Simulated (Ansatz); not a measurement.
# C₄H₆BF: one species, many methods

The task here is to estimate one member of a computed series from the others.

The runs use Ansatz 0.2.0, Gaussian basis; functionals in def2-TZVPP, the program's frozen cores in correlated methods.

Levels to be run: PBE-D4, r2SCAN-D4, PBE0-D4, B3LYP-D4, ωB97X-V, ωB97M-V, B2PLYP; CCSD(T)/def2-TZVPP; MP2/def2-QZVPP; extrapolation to the limit.

**The geometry**

The geometry comes from an earlier relaxation with PBE0-D4 in a triple-zeta def2 set; it is a stationary point, not always the lowest conformer.

12 atoms, charge 0, spin multiplicity 1.

Atoms are counted from 1 here; the program's logs count them from 0.

Bond lengths: C1–C2 1.295 Å, C1–H7 1.086 Å, C1–H8 1.086 Å, C2–C3 1.316 Å, C3–F4 1.359 Å, C3–B5 1.536 Å, B5–C6 1.554 Å, B5–H9 1.197 Å, C6–H10 1.096 Å, C6–H11 1.098 Å, C6–H12 1.090 Å. Angles: C2–C1–H7 121.2°, C2–C1–H8 121.2°, H7–C1–H8 117.6°, C1–C2–C3 176.9°, C2–C3–F4 118.3°, C2–C3–B5 122.2°, F4–C3–B5 119.5°, C3–B5–C6 122.9°, C3–B5–H9 115.9°, C6–B5–H9 121.2°, B5–C6–H10 110.0°, B5–C6–H11 108.9°, B5–C6–H12 114.9°, H10–C6–H11 104.7°, H10–C6–H12 109.1°, H11–C6–H12 108.6°.

Set-up of the first run:

in.yaml

```yaml
crystal:
  periodic: [false, false, false]
  atoms:
    - {symbol: C, position_ang: [-0.702917, -2.703852, 0.560169]}
    - {symbol: C, position_ang: [-0.250743, -1.618137, 0.018169]}
    - {symbol: C, position_ang: [0.184527, -0.478681, -0.476252]}
    - {symbol: F, position_ang: [0.807353, -0.497171, -1.684259]}
    - {symbol: B, position_ang: [0.011794, 0.854528, 0.266036]}
    - {symbol: C, position_ang: [0.514500, 2.210024, -0.304439]}
    - {symbol: H, position_ang: [-1.715345, -3.047417, 0.369708]}
    - {symbol: H, position_ang: [-0.081859, -3.305651, 1.216951]}
    - {symbol: H, position_ang: [-0.547160, 0.795393, 1.323323]}
    - {symbol: H, position_ang: [1.153801, 2.712987, 0.430717]}
    - {symbol: H, position_ang: [-0.343958, 2.882250, -0.432723]}
    - {symbol: H, position_ang: [1.047007, 2.140425, -1.253301]}
basis:
  gaussian: {orbitals: def2-TZVPP}
hamiltonian: {xc: pbe, dispersion: d4}
output: {forces: true, orbitals: {seedname: orbitals}}
```

Launch:

```console
> ansatz run in.yaml --threads 4 --pin off --events-out ev --progress --plain --max-ram 10444MiB
```

Among the steps run: PBE-D4 (GGA); r2SCAN-D4 (meta-GGA); PBE0-D4 (hybrid); B3LYP-D4 (hybrid); ωB97X-V (range-separated); ωB97M-V (range-separated); B2PLYP (double hybrid); CCSD(T) in def2-TZVPP; MP2 in def2-QZVPP.

One of the session's tables, all rows but one given; the rest of the session is left out.

| method | atoms, summed (eV) | atomisation energy (kJ/mol) |
| --- | --- | --- |
| PBE-D4 | -7577.304 | 5170.1 |
| r2SCAN-D4 | -7583.694 | 5043.9 |
| PBE0-D4 | -7578.974 | 5059.7 |
| B3LYP-D4 | -7588.845 | 5021.9 |
| ωB97X-V | -7585.915 | 4997.7 |
| ωB97M-V | ? | ? |
| B2PLYP | -7582.557 | 4967.7 |
| HF/def2-TZVPP | -7556.953 | 3720.0 |
| MP2/def2-TZVPP | -7570.715 | 4969.4 |
| CCSD/def2-TZVPP | -7573.829 | 4780.3 |
| CCSD(T)/def2-TZVPP | -7574.179 | 4861.9 |
| MP2/CBS | -7573.296 | 5081.7 |
| CCSD(T)/CBS | -7576.760 | 4974.3 |

Estimate the missing values for ωB97M-V.

The run gave: atoms, summed (eV): -7585.041; atomisation energy (kJ/mol): 5019.3. In the column «atoms, summed (eV)» it lies between ωB97X-V (-7585.915) and r2SCAN-D4 (-7583.694).
